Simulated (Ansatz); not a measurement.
# BeMg− (doublet): wave-function methods side by side at distance Be1–Mg2 = 2.212 Å, aug-cc-pVDZ

Aim: climb from Hartree-Fock through coupled cluster and multireference methods for BeMg− (doublet) at one geometry and basis, and see what each rung misses.

The runs use Ansatz 0.2.0, Gaussian basis; aug-cc-pVDZ, core rule «outside noble gas», up to 6 orbitals frozen.

To be run: UHF; CCSD(T) on ROHF; CCSD(T) on UHF; BCCD(T) on ROHF; CISD; CCSDT(Q) on ROHF; CCSDT(Q) on UHF; CASSCF and MRCISD+Q, 3 electrons in 3 orbitals; CASSCF and NEVPT2, 3 electrons in 3 orbitals; CASSCF and MRCISD+Q, 5 electrons in 8 orbitals; CASSCF and NEVPT2, 5 electrons in 8 orbitals; Full CI.

22 further runs of the same task are left out: 2 for a known fault of the program, 19 that didn't finish, 1 set aside as unsound or not needed.

### 1 What is computed

The geometry derives from a PBE0/def2-TZVPD stationary point (not a proven minimum). One bond is set to the value named and the two fragments are kept rigid.

2 atoms, charge -1, spin multiplicity 2.

Atoms are counted from 1 here; the program's logs count them from 0.

Bond lengths: Be1–Mg2 2.212 Å.

Coordinates:

```csv
atom,x (Å),y (Å),z (Å)
Be1,0.0000,0.0000,0.0000
Mg2,0.0000,0.0000,2.2120
```

### 2 UHF

Contents of in.yaml:

```yaml
crystal:
  periodic: [false, false, false]
  atoms:
    - {symbol: Be, position_ang: [0.000000, 0.000000, 0.000000]}
    - {symbol: Mg, position_ang: [0.000000, 0.000000, 2.212000]}
basis:
  gaussian: {orbitals: aug-cc-pVDZ}
total_charge: -1
magnetization: {spin_polarized: true, initial_magnetization: 1}
hamiltonian: {xc: hf}
output: {orbitals: {seedname: orbitals}}
```

Launch:

```bash
$ ansatz run in.yaml --threads 1 --pin off --events-out ev --progress --plain --max-ram 2393MiB
```

The runs that follow: CCSD(T) on ROHF; CCSD(T) on UHF; BCCD(T) on ROHF; CISD; CCSDT(Q) on ROHF; CCSDT(Q) on UHF; CASSCF and MRCISD+Q, 3 electrons in 3 orbitals; CASSCF and NEVPT2, 3 electrons in 3 orbitals; CASSCF and MRCISD+Q, 5 electrons in 8 orbitals; CASSCF and NEVPT2, 5 electrons in 8 orbitals; Full CI.

Before running them: what should the planned runs give, taken together? Wanted: FCI below the RHF energy; RMP2 from FCI; UMP2 from FCI; RCCSD from FCI; RCCSD(T) from FCI; UCCSD(T) from FCI; RCCSDT(Q) from FCI; UCCSDT(Q) from FCI; NEVPT2 pair from FCI.

The runs gave:

| quantity | value |
| --- | --- |
| FCI below the RHF energy | -2.9888 eV |
| RMP2 from FCI | +22.25 kcal/mol |
| UMP2 from FCI | +26.20 kcal/mol |
| RCCSD from FCI | +5.93 kcal/mol |
| RCCSD(T) from FCI | +1.66 kcal/mol |
| UCCSD(T) from FCI | +3.00 kcal/mol |
| RCCSDT(Q) from FCI | +0.08 kcal/mol |
| UCCSDT(Q) from FCI | +0.04 kcal/mol |
| NEVPT2 pair from FCI | +18.74 kcal/mol |
| MRCISD+Q pair from FCI | +0.57 kcal/mol |
| NEVPT2 valence from FCI | +8.19 kcal/mol |
| levels within 1 kcal/mol (43 meV) | RCCSDT, UCCSDT, RCCSDT(Q), UCCSDT(Q), MRCISD+Q pair, MRCISD+Q valence |
| T1 diagnostic | 0.050 |
| effectively unpaired electrons | 1.41 |

**Reading.** RCCSD(T) lands +1.66 kcal/mol from the yardstick (2.4 % of the correlation energy). CCSD(T) misses by +1.66 kcal/mol on the restricted determinant and by +3.00 kcal/mol on the unrestricted one; the two need not hold the same state or core. MRCISD+Q valence falls below full CI: the +Q correction isn't variational, and the cores differ from full CI's. The occupations show some static correlation. Of the multireference levels listed MRCISD+Q valence comes nearest in total energy (-0.28 kcal/mol), which doesn't show that its space is the better one. These misses are within one basis, not against nature; the frozen cores of restricted and unrestricted runs differ, which can shift their rows.
